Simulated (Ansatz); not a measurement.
**H₂OF radical (built from SMILES F.[OH]): a reaction path by the nudged elastic band**

What path joins these two structures, and how high does it climb? Both ends were relaxed at PBE0-D4 in triple zeta. A second band with other settings follows.

Method: PBE0-D4/def2-SVP, unrestricted; program: Ansatz 0.2.0, Gaussian basis.

20 further runs of the same task are left out: 20 set aside as unsound or not needed.

**1. The system as given**

The first end: 4 atoms, charge 0, spin multiplicity 2.

Atoms are counted from 1 here; the program's logs count them from 0.

Bond lengths: H1–F2 0.934 Å, O3–H4 0.975 Å.

Geometry (Å):

```xyz
4

H    -0.7132    0.3219   -0.0065
F    -1.3010    1.0361   -0.1369
O     0.5759   -0.8802    0.1781
H     1.4382   -0.4779   -0.0347
```

The second end:

```xyz
4
charge 0, multiplicity 2
H    -0.4107   -0.7307   -0.3811
F    -0.7243    1.2862    0.1521
O     0.2190   -0.5376    0.3229
H     0.9159   -0.0179   -0.0939
```

**2. The band at PBE0-D4/def2-SVP**

Input file neb/in.yaml:

```yaml
crystal:
  periodic: [false, false, false]
  atoms:
    - {symbol: H, position_ang: [-0.713175, 0.321947, -0.006472]}
    - {symbol: F, position_ang: [-1.301037, 1.036142, -0.136932]}
    - {symbol: O, position_ang: [0.575883, -0.880171, 0.178076]}
    - {symbol: H, position_ang: [1.438229, -0.477916, -0.034672]}
basis:
  gaussian: {orbitals: def2-SVP}
magnetization: {spin_polarized: true, initial_magnetization: 1}
hamiltonian: {xc: pbe0, dispersion: d4}
neb:
  images: 5
  climbing: true
  max_iterations: 40
  initial_path: idpp
  final_atoms:
    - {symbol: H, position_ang: [-0.410701, -0.730681, -0.381090]}
    - {symbol: F, position_ang: [-0.724329, 1.286189, 0.152070]}
    - {symbol: O, position_ang: [0.219006, -0.537576, 0.322906]}
    - {symbol: H, position_ang: [0.915924, -0.017931, -0.093885]}
```

Launch:

```console
$ ansatz run in.yaml --threads 2 --pin off --events-out ev --progress --plain --max-ram 4352MiB
```

**3. The band at PBE-D4/def2-SVPD, other settings**

Edit neb/in.yaml of step 2 so:

```diff
@@ -8,5 +8,5 @@
 basis:
-  gaussian: {orbitals: def2-SVP}
+  gaussian: {orbitals: def2-SVPD}
 magnetization: {spin_polarized: true, initial_magnetization: 1}
-hamiltonian: {xc: pbe0, dispersion: d4}
+hamiltonian: {xc: pbe, dispersion: d4}
 neb:
@@ -14,4 +14,5 @@
   climbing: true
-  max_iterations: 40
+  max_iterations: 60
   initial_path: idpp
+  max_displacement: 0.3
   final_atoms:
```

Before running it: what results should come out? Wanted: from earlier runs: barrier over the separately found saddle, CCSD(T)/def2-TZVPP.

**Answer**, as computed:

```
                                                                       quantity                                           value
                                                PBE0-D4/def2-SVP, 10 iterations  highest 0.518 eV (image 4), last end +0.412 eV
                                                PBE-D4/def2-SVPD, 20 iterations  highest 0.161 eV (image 6), last end +0.161 eV
from earlier runs: barrier over the separately found saddle, CCSD(T)/def2-TZVPP                                        1.063 eV
```

**Reading.** The highest image lies 0.518 eV above the first end, and it climbed, so it estimates the saddle. The ends are not quite minima at this level (largest force component 0.26 eV/Å), so the heights are unreliable: relaxing the first end would lower it and raise the barrier above it. The highest image is 0.546 eV below the CCSD(T) barrier in triple zeta, which comes from separate runs on the saddle. The second band's highest image lies at 0.161 eV, an end point, so it found no barrier.
